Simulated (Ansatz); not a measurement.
# SiGeH (doublet): from Hartree-Fock to the top rungs at distance Si1–Ge2 = 1.973 Å, cc-pVTZ

How much of the correlation energy of SiGeH (doublet) does each wave-function method recover here?

Method: cc-pVTZ, core rule «outside noble gas», up to 19 orbitals frozen; program: Ansatz 0.2.0, Gaussian basis.

Plan: UHF; CCSD(T) on ROHF; CCSD(T) on UHF; BCCD(T) on ROHF; CCSDT(Q) on ROHF; CCSDT(Q) on UHF; CASSCF and MRCISD+Q, 3 electrons in 3 orbitals; CASSCF and NEVPT2, 3 electrons in 3 orbitals; CASSCF and MRCISD+Q, 9 electrons in 9 orbitals; CASSCF and NEVPT2, 9 electrons in 9 orbitals.

1 further run of the same task is left out (for a known fault of the program). Runs told in other sessions of the task aren't counted.

### Step 1. What is computed

The geometry derives from a PBE0/def2-TZVP stationary point (not a proven minimum). One bond is set to the value named and the two fragments are kept rigid. No spin-orbit coupling is included. The filled d shell of Ge may be among the frozen orbitals whatever the setting's name suggests.

3 atoms, charge 0, spin multiplicity 2.

Atoms are counted from 1 here; the program's logs count them from 0.

Bond lengths: Si1–Ge2 1.973 Å, Si1–H3 1.495 Å. Angles: Ge2–Si1–H3 180.0°.

### Step 2. UHF

File in.yaml:

```yaml
crystal:
  periodic: [false, false, false]
  atoms:
    - {symbol: Si, position_ang: [0.000000, 0.000000, 0.159197]}
    - {symbol: Ge, position_ang: [0.000000, 0.000000, -1.813803]}
    - {symbol: H, position_ang: [0.000000, 0.000000, 1.654607]}
basis:
  gaussian: {orbitals: cc-pVTZ}
magnetization: {spin_polarized: true, initial_magnetization: 1}
hamiltonian: {xc: hf}
output: {orbitals: {seedname: orbitals}}
```

Launch:

```sh
$ ansatz run in.yaml --threads 1 --pin off --events-out ev --progress --plain --max-ram 4096MiB --backend cpu
```

Further steps of the session: CCSD(T) on ROHF; CCSD(T) on UHF; BCCD(T) on ROHF; CCSDT(Q) on ROHF; CCSDT(Q) on UHF; CASSCF and MRCISD+Q, 3 electrons in 3 orbitals; CASSCF and NEVPT2, 3 electrons in 3 orbitals; CASSCF and MRCISD+Q, 9 electrons in 9 orbitals; CASSCF and NEVPT2, 9 electrons in 9 orbitals.

Q: Predict the results of all the runs planned. Wanted: UCCSDT(Q) from the RHF energy; RMP2 from UCCSDT(Q); UMP2 from UCCSDT(Q); RCCSD from UCCSDT(Q); RCCSD(T) from UCCSDT(Q); UCCSD(T) from UCCSDT(Q); RCCSDT(Q) from UCCSDT(Q); NEVPT2 pair from UCCSDT(Q); MRCISD+Q pair from UCCSDT(Q).

The runs gave:

| quantity | value |
| --- | --- |
| UCCSDT(Q) from the ROHF energy | -6.2785 eV |
| RMP2 from UCCSDT(Q) | +1154.2 meV |
| UMP2 from UCCSDT(Q) | +1233.0 meV |
| RCCSD from UCCSDT(Q) | +401.2 meV |
| RCCSD(T) from UCCSDT(Q) | +65.4 meV |
| UCCSD(T) from UCCSDT(Q) | +68.6 meV |
| RCCSDT(Q) from UCCSDT(Q) | +1.8 meV |
| NEVPT2 pair from UCCSDT(Q) | +1140.5 meV |
| MRCISD+Q pair from UCCSDT(Q) | +132.2 meV |
| NEVPT2 valence from UCCSDT(Q) | +1022.7 meV |
| levels within 1 kcal/mol (43 meV) | RCCSDT, UCCSDT, RCCSDT(Q), MRCISD+Q valence |
| T1 diagnostic | 0.022 |
| effectively unpaired electrons | 1.07 |

In words: RCCSD(T) misses by +65.4 meV, 1.0 % of the correlation energy. One determinant dominates. Of the multireference levels listed MRCISD+Q valence comes nearest in total energy (+42.4 meV), which doesn't show that its space is the better one. These misses are within one basis, not against nature; the frozen cores of restricted and unrestricted runs differ, which can shift their rows.
